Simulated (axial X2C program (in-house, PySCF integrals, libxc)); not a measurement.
**HfH⁺: properties at the nuclei**

Aim: properties at the nuclei of HfH⁺, with spin–orbit coupling in the Hamiltonian from the start.

Computed with an in-house X2C program for linear molecules on PySCF integrals. Level: two-component X2C with atomic mean-field terms, Hf dyall-cv3z, H dyall-v3z.

All values are calculated.

## Step 1: The job

Input file task.json:

```json
{
 "zs": [
  72,
  1
 ],
 "q": 1,
 "bas": [
  "dyall-cv3z",
  "dyall-v3z"
 ],
 "r0": 1.84,
 "levels": [
  "PBE0",
  "HF",
  "TPSSh",
  "BP86",
  "LDA"
 ],
 "nst": 3
}
```

Keys: zs atomic numbers; q charge; bas basis sets; r0 starting distance in Å; levels methods (HF also brings MP2); nst determinants followed.

The run is started by

```sh
$ python soeom.py task.json out
```

After this run come: Expectation values, lowest determinant; Expectation values, a higher determinant; Expectation values, a higher determinant.

**Question.** What will these runs give? Wanted: lowest determinant; Eeff magnitude; Ws magnitude Hf; A∥/gI Hf; qzz Hf; higher determinant; qzz H (for each run or level that gives them).

As calculated:

```
                                        quantity                                            value
                              lowest determinant  Ω = 1 (excess of +ω over −ω: ω = -1/2, ω = 3/2)
                    Eeff magnitude (GV/cm), PBE0                                             20.5
                     Ws magnitude Hf (kHz), PBE0                                             18.1
                            A∥/gI Hf (MHz), PBE0                                            -4220
                             qzz Hf (a.u.), PBE0                                            -1.43
                              higher determinant                             Ω = 0 (closed shell)
         qzz Hf (a.u.), PBE0, higher determinant                                            -6.02
          qzz H (a.u.), PBE0, higher determinant                                             0.07
                              higher determinant   Ω = 3 (excess of +ω over −ω: ω = 1/2, ω = 5/2)
Eeff magnitude (GV/cm), PBE0, higher determinant                                             19.6
 Ws magnitude Hf (kHz), PBE0, higher determinant                                             5.81
        A∥/gI Hf (MHz), PBE0, higher determinant                                             1990
         qzz Hf (a.u.), PBE0, higher determinant                                            -1.67
```

**Reading.** In the first state, the effective field runs from 17.9 to 24.9 GV/cm over the mean-field levels. The expectation values come from single determinants, which for open shells can mix terms of unlike spin or miss the lowest Ω, so a determinant need not be a state. Eeff is the effective electric field on the electron dipole moment in this Ω state and Ws the scalar–pseudoscalar constant (defined with the proton number Z and per Ω); A∥ is the parallel hyperfine constant, which follows by multiplying with the nuclear g factor gI = μI/(I μN); qzz is the electric field gradient, eQq0 = 234.96 MHz × Q/barn × qzz. The operators were transformed with the bare-nucleus X2C matrices.
